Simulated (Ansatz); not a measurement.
# C2H4BNO: two geometries relaxed

Aim: relax the geometries before and after the rotation by 180° about the B2–N3 bond, and see whether they are two minima and how far apart in energy. SMILES of the start: CBN=C=O.

Method: RKS r2SCAN/def2-SVP, in Ansatz 0.2.0.

### 1 The starting structure

Bond lengths: C1–B2 1.563 Å, B2–N3 1.521 Å, N3–C4 1.324 Å, C4–O5 1.197 Å, C1–H6 1.174 Å, C1–H7 1.130 Å, C1–H8 1.053 Å, B2–H9 1.207 Å. Angles: C1–B2–N3 119.1°, C1–B2–H9 121.4°, N3–B2–H9 119.5°, B2–C1–H6 107.3°, B2–C1–H7 109.7°, B2–C1–H8 113.2°, H6–C1–H7 105.2°, H6–C1–H8 110.9°, H7–C1–H8 110.2°, B2–N3–C4 116.4°, N3–C4–O5 172.9°.

Coordinates:

```xyz
9

C    -0.2950   -0.0901   -1.4848
B     0.2475    0.2120   -0.0501
N    -0.3923   -0.4805    1.1432
C     0.1794   -0.2734    2.3188
O     0.5600   -0.0988    3.4404
H    -1.4095    0.2778   -1.5214
H     0.2522    0.5463   -2.2412
H    -0.2259   -1.1073   -1.7480
H     1.1721    0.9678    0.1260
```

### 2 Relaxing end A

input.yaml reads:

```yaml
crystal:
  periodic: [false, false, false]
  atoms:
    - { symbol: C, position_ang: [-0.295, -0.0901, -1.4848] }
    - { symbol: B, position_ang: [0.2475, 0.212, -0.0501] }
    - { symbol: "N", position_ang: [-0.3923, -0.4805, 1.1432] }
    - { symbol: C, position_ang: [0.1794, -0.2734, 2.3188] }
    - { symbol: O, position_ang: [0.56, -0.0988, 3.4404] }
    - { symbol: H, position_ang: [-1.4095, 0.2778, -1.5214] }
    - { symbol: H, position_ang: [0.2522, 0.5463, -2.2412] }
    - { symbol: H, position_ang: [-0.2259, -1.1073, -1.748] }
    - { symbol: H, position_ang: [1.1721, 0.9678, 0.126] }
basis:
  gaussian: { orbitals: def2-SVP }
hamiltonian:
  xc: r2scan
relax:
  f_tol: 0.015
  max_steps: 40
```

Command:

```
> ansatz run input.yaml --threads 2 --pin off --max-ram 3072MiB --backend cpu --events-out ev --progress --plain --runs-dir out
```

Output (excerpt; [...] marks lines left out):

```text
Warning: RAYON_NUM_THREADS=2 ignored (pool sized by the plan → 2); use --threads N
[...]
Functional definition: r2SCAN
[...]
1017 factors; their error is unknown
[...]
mean field -6344.44377533 eV, -233.1540083251 hartree, gradient 1.2e-5 eV, S^2 0.000000; 0 other end points of the search recorded, 0 dependent functions left out
[...]
reference -6344.44378336 eV, -233.1540086202 hartree; 18, 18 occupied and 72, 72 virtual orbitals, 1017 factors
relax step   1: F+E_penalty+E_count = -6344.44377533 eV  Δ(F+E_penalty+E_count) = +0.000e0 eV  max|allowed force component| = 3.775e0 eV/Å  Δτ_max = 0.0000 Å  (28 SCF iters, accepted)
[...]
relax step   4: F+E_penalty+E_count = -6345.09736802 eV  Δ(F+E_penalty+E_count) = -3.692e-2 eV  max|allowed force component| = 8.621e-1 eV/Å  Δτ_max = 0.1530 Å  (30 SCF iters, accepted)
[...]
relax step   7: F+E_penalty+E_count = -6345.22753878 eV  Δ(F+E_penalty+E_count) = -4.790e-2 eV  max|allowed force component| = 2.220e-1 eV/Å  Δτ_max = 0.2000 Å  (35 SCF iters, accepted)
[...]
relax step  10: F+E_penalty+E_count = -6345.24396870 eV  Δ(F+E_penalty+E_count) = +5.027e-3 eV  max|allowed force component| = 6.804e-1 eV/Å  Δτ_max = 0.1096 Å  (31 SCF iters, rejected (line search))
[...]
relax step  13: F+E_penalty+E_count = -6345.25255719 eV  Δ(F+E_penalty+E_count) = -1.030e-3 eV  max|allowed force component| = 5.618e-2 eV/Å  Δτ_max = 0.0476 Å  (29 SCF iters, accepted)
[...]
relax step  14: F+E_penalty+E_count = -6345.25190924 eV  Δ(F+E_penalty+E_count) = +6.479e-4 eV  max|allowed force component| = 1.801e-1 eV/Å  Δτ_max = 0.0489 Å  (29 SCF iters, rejected (line search))
[...]
1017 factors; their error is unknown
mean field -6345.25334386 eV, -233.1837594195 hartree, gradient 1.7e-5 eV, S^2 0.000000; 0 other end points of the search recorded, 0 dependent functions left out
[...]
```

### 3 More of the same log: end point A relaxed

Output, continued (excerpt; [...] marks lines left out):

```text
reference -6345.25335216 eV, -233.1837597247 hartree; 18, 18 occupied and 72, 72 virtual orbitals, 1017 factors
relax step  15: F+E_penalty+E_count = -6345.25334386 eV  Δ(F+E_penalty+E_count) = -7.867e-4 eV  max|allowed force component| = 3.053e-2 eV/Å  Δτ_max = 0.0243 Å  (30 SCF iters, accepted)
[...]
relax step  17: F+E_penalty+E_count = -6345.25424394 eV  Δ(F+E_penalty+E_count) = -4.363e-4 eV  max|allowed force component| = 4.005e-2 eV/Å  Δτ_max = 0.0372 Å  (29 SCF iters, accepted)
[...]
relax step  19: F+E_penalty+E_count = -6345.25454848 eV  Δ(F+E_penalty+E_count) = -1.527e-4 eV  max|allowed force component| = 4.942e-2 eV/Å  Δτ_max = 0.0085 Å  (31 SCF iters, accepted)
[...]
relax step  21: F+E_penalty+E_count = -6345.25499292 eV  Δ(F+E_penalty+E_count) = -1.516e-4 eV  max|allowed force component| = 7.638e-3 eV/Å  Δτ_max = 0.0312 Å  (29 SCF iters, accepted)
[...]
Total energy: -6345.25511108 eV, -233.1838243638 hartree
Atom 0 at    -0.325529    -0.121088    -1.388219 Å, force    -0.002728     0.001143    -0.010043 eV/Å
Atom 1 at     0.258154     0.557642    -0.109362 Å, force     0.008108     0.001983     0.008712 eV/Å
Atom 2 at     0.217041    -0.072595     1.161778 Å, force    -0.003008     0.003254    -0.007725 eV/Å
Atom 3 at     0.266522    -0.449648     2.301189 Å, force     0.001342     0.000639     0.000905 eV/Å
Atom 4 at     0.297771    -0.849723     3.403372 Å, force     0.000089    -0.000556     0.000582 eV/Å
Atom 5 at    -1.099691     0.534889    -1.826730 Å, force     0.004468    -0.003832     0.001625 eV/Å
Atom 6 at     0.458432    -0.181616    -2.164681 Å, force    -0.004957     0.000333     0.005191 eV/Å
Atom 7 at    -0.752573    -1.121190    -1.228140 Å, force     0.000551     0.001500     0.000063 eV/Å
Atom 8 at     0.768374     1.657128    -0.166306 Å, force    -0.003865    -0.004464     0.000689 eV/Å
Dipole moment:    -0.049264     0.053949    -0.362064 e Å
```

Wall time 56 s (2 threads of Intel Xeon at 2.70GHz, shared host); peak memory 0.18 GiB.

Relaxation path:

```tsv
step	energy from step 1 (eV)	largest force component (eV/Å)
1	0.0000	3.7751
2	-0.5502	1.6671
3	-0.6167	0.8013
4	-0.6536	0.8621
5	-0.6976	0.3379
6	-0.7359	0.9639
7	-0.7838	0.2220
8	-0.7947	0.5477
9	-0.8052	0.0949
10x	-0.8002	0.6804
11	-0.8078	0.0290
12x	-0.8071	0.2284
13	-0.8088	0.0562
14x	-0.8081	0.1801
15	-0.8096	0.0305
16	-0.8100	0.0162
17	-0.8105	0.0401
18	-0.8106	0.0671
19	-0.8108	0.0494
20	-0.8111	0.0077
21	-0.8112	0.0076
22x	-0.8110	0.0722
23	-0.8113	0.0260
24	-0.8113	0.0194
25	-0.8113	0.0100
```

Step 1 is the start. 4 steps were tried and not accepted (marked x).

After: Bond lengths: C1–B2 1.561 Å, B2–N3 1.419 Å, N3–C4 1.201 Å, C4–O5 1.173 Å, C1–H6 1.105 Å, C1–H7 1.105 Å, C1–H8 1.099 Å, B2–H9 1.213 Å. Angles: C1–B2–N3 122.0°, C1–B2–H9 120.8°, N3–B2–H9 117.2°, B2–C1–H6 109.2°, B2–C1–H7 109.5°, B2–C1–H8 114.9°, H6–C1–H7 104.5°, H6–C1–H8 109.0°, H7–C1–H8 109.2°, B2–N3–C4 171.0°, N3–C4–O5 178.2°.

### 4 Relaxing end B

The second end starts from a geometry with the move made by hand.

Changes to input.yaml since step 2:

```diff
@@ -6,4 +6,4 @@
     - { symbol: "N", position_ang: [-0.3923, -0.4805, 1.1432] }
-    - { symbol: C, position_ang: [0.1794, -0.2734, 2.3188] }
-    - { symbol: O, position_ang: [0.56, -0.0988, 3.4404] }
+    - { symbol: C, position_ang: [-1.45842, -1.22274, 0.88974] }
+    - { symbol: O, position_ang: [-2.37788, -1.98059, 0.77318] }
     - { symbol: H, position_ang: [-1.4095, 0.2778, -1.5214] }
@@ -19 +19,3 @@
   max_steps: 40
+output:
+  orbitals: {}
```

Command:

```
> ansatz run input.yaml --threads 2 --pin off --max-ram 3072MiB --backend cpu --events-out ev --progress --plain --runs-dir out
```

Output (excerpt; [...] marks lines left out):

```text
Warning: RAYON_NUM_THREADS=2 ignored (pool sized by the plan → 2); use --threads N
[...]
[... 1 set-up line as earlier in the session ...]
[...]
1017 factors; their error is unknown
[...]
mean field -6344.37527210 eV, -233.1514908777 hartree, gradient 2.1e-5 eV, S^2 0.000000; 0 other end points of the search recorded, 0 dependent functions left out
[...]
reference -6344.37528013 eV, -233.1514911728 hartree; 18, 18 occupied and 72, 72 virtual orbitals, 1017 factors
relax step   1: F+E_penalty+E_count = -6344.37527210 eV  Δ(F+E_penalty+E_count) = +0.000e0 eV  max|allowed force component| = 4.021e0 eV/Å  Δτ_max = 0.0000 Å  (29 SCF iters, accepted)
[...]
relax step   4: F+E_penalty+E_count = -6345.08736760 eV  Δ(F+E_penalty+E_count) = -4.638e-2 eV  max|allowed force component| = 5.242e-1 eV/Å  Δτ_max = 0.1006 Å  (29 SCF iters, accepted)
[...]
relax step   7: F+E_penalty+E_count = -6345.20781782 eV  Δ(F+E_penalty+E_count) = -1.753e-2 eV  max|allowed force component| = 1.420e-1 eV/Å  Δτ_max = 0.1490 Å  (29 SCF iters, accepted)
[...]
relax step  10: F+E_penalty+E_count = -6345.23743301 eV  Δ(F+E_penalty+E_count) = -1.232e-2 eV  max|allowed force component| = 6.465e-2 eV/Å  Δτ_max = 0.1222 Å  (29 SCF iters, accepted)
[...]
relax step  13: F+E_penalty+E_count = -6345.24697790 eV  Δ(F+E_penalty+E_count) = -3.046e-3 eV  max|allowed force component| = 1.973e-1 eV/Å  Δτ_max = 0.0955 Å  (29 SCF iters, accepted)
[...]
relax step  14: F+E_penalty+E_count = -6345.24812083 eV  Δ(F+E_penalty+E_count) = -1.143e-3 eV  max|allowed force component| = 1.984e-1 eV/Å  Δτ_max = 0.0312 Å  (30 SCF iters, accepted)
[...]
1017 factors; their error is unknown
```

### 5 The output, continued: end point B relaxed

Output, continued (excerpt; [...] marks lines left out):

```text
mean field -6345.25202252 eV, -233.1837108614 hartree, gradient 1.2e-5 eV, S^2 0.000000; 0 other end points of the search recorded, 0 dependent functions left out
[...]
reference -6345.25203073 eV, -233.1837111629 hartree; 18, 18 occupied and 72, 72 virtual orbitals, 1017 factors
relax step  15: F+E_penalty+E_count = -6345.25202252 eV  Δ(F+E_penalty+E_count) = -3.902e-3 eV  max|allowed force component| = 8.379e-2 eV/Å  Δτ_max = 0.0774 Å  (30 SCF iters, accepted)
[...]
relax step  17: F+E_penalty+E_count = -6345.25396292 eV  Δ(F+E_penalty+E_count) = -8.822e-4 eV  max|allowed force component| = 7.999e-2 eV/Å  Δτ_max = 0.0134 Å  (31 SCF iters, accepted)
[...]
relax step  19: F+E_penalty+E_count = -6345.25480943 eV  Δ(F+E_penalty+E_count) = -2.437e-4 eV  max|allowed force component| = 4.707e-2 eV/Å  Δτ_max = 0.0514 Å  (29 SCF iters, accepted)
[...]
Total energy: -6345.25507072 eV, -233.1838228807 hartree
Atom 0 at    -0.163460     0.135714    -1.776478 Å, force     0.000487     0.003064    -0.014528 eV/Å
Atom 1 at    -0.160348     0.133356    -0.215813 Å, force     0.002507     0.008372     0.007886 eV/Å
Atom 2 at    -0.874410    -0.836048     0.536183 Å, force     0.006082     0.007582    -0.007699 eV/Å
Atom 3 at    -1.398420    -1.547383     1.350391 Å, force    -0.004181    -0.008086     0.007362 eV/Å
Atom 4 at    -1.927213    -2.265474     2.112136 Å, force    -0.001646    -0.001189     0.000669 eV/Å
Atom 5 at    -0.557189     1.103873    -2.136875 Å, force     0.001278    -0.006627     0.004021 eV/Å
Atom 6 at     0.876128     0.104202    -2.149670 Å, force    -0.007584    -0.003439     0.003083 eV/Å
Atom 7 at    -0.738976    -0.678526    -2.239152 Å, force     0.003475     0.002162    -0.001670 eV/Å
Atom 8 at     0.456688     0.972955     0.405899 Å, force    -0.000419    -0.001838     0.000875 eV/Å
Dipole moment:     0.131259     0.181739    -0.291783 e Å
```

Wall time 52 s (2 threads of Intel Xeon at 2.70GHz, shared host); peak memory 0.18 GiB.

Relaxation path:

```tsv
step	energy from step 1 (eV)	largest force component (eV/Å)
1	0.0000	4.0214
2	-0.5763	1.6026
3	-0.6657	0.7427
4	-0.7121	0.5242
5	-0.7592	0.8659
6	-0.8150	0.4652
7	-0.8325	0.1420
8	-0.8371	0.8505
9	-0.8498	0.3031
10	-0.8622	0.0647
11x	-0.8576	0.6892
12	-0.8687	0.0347
13	-0.8717	0.1973
14	-0.8728	0.1984
15	-0.8768	0.0838
16	-0.8778	0.1903
17	-0.8787	0.0800
18	-0.8793	0.0087
19	-0.8795	0.0471
20	-0.8796	0.0312
21	-0.8797	0.0118
22	-0.8798	0.0114
23	-0.8798	0.0145
```

Step 1 is the start. 1 step was tried and not accepted (marked x).

After: Bond lengths: C1–B2 1.561 Å, B2–N3 1.420 Å, N3–C4 1.201 Å, C4–O5 1.173 Å, C1–H6 1.106 Å, C1–H7 1.105 Å, C1–H8 1.099 Å, B2–H9 1.213 Å. Angles: C1–B2–N3 122.0°, C1–B2–H9 120.8°, N3–B2–H9 117.2°, B2–C1–H6 109.1°, B2–C1–H7 109.6°, B2–C1–H8 114.9°, H6–C1–H7 104.5°, H6–C1–H8 109.0°, H7–C1–H8 109.2°, B2–N3–C4 169.3°, N3–C4–O5 177.8°.

### 6 What came out

| quantity | value |
| --- | --- |
| end A | 20 moves, 0.811 eV lower |
| end B | 21 moves, 0.880 eV lower |
| largest difference between the ends | 0.02 Å |
| end B relative to end A | +0.000 eV |

What this shows: The two relaxations end at one structure, within 0.02 Å: no second minimum was found from this start, which doesn't rule one out.
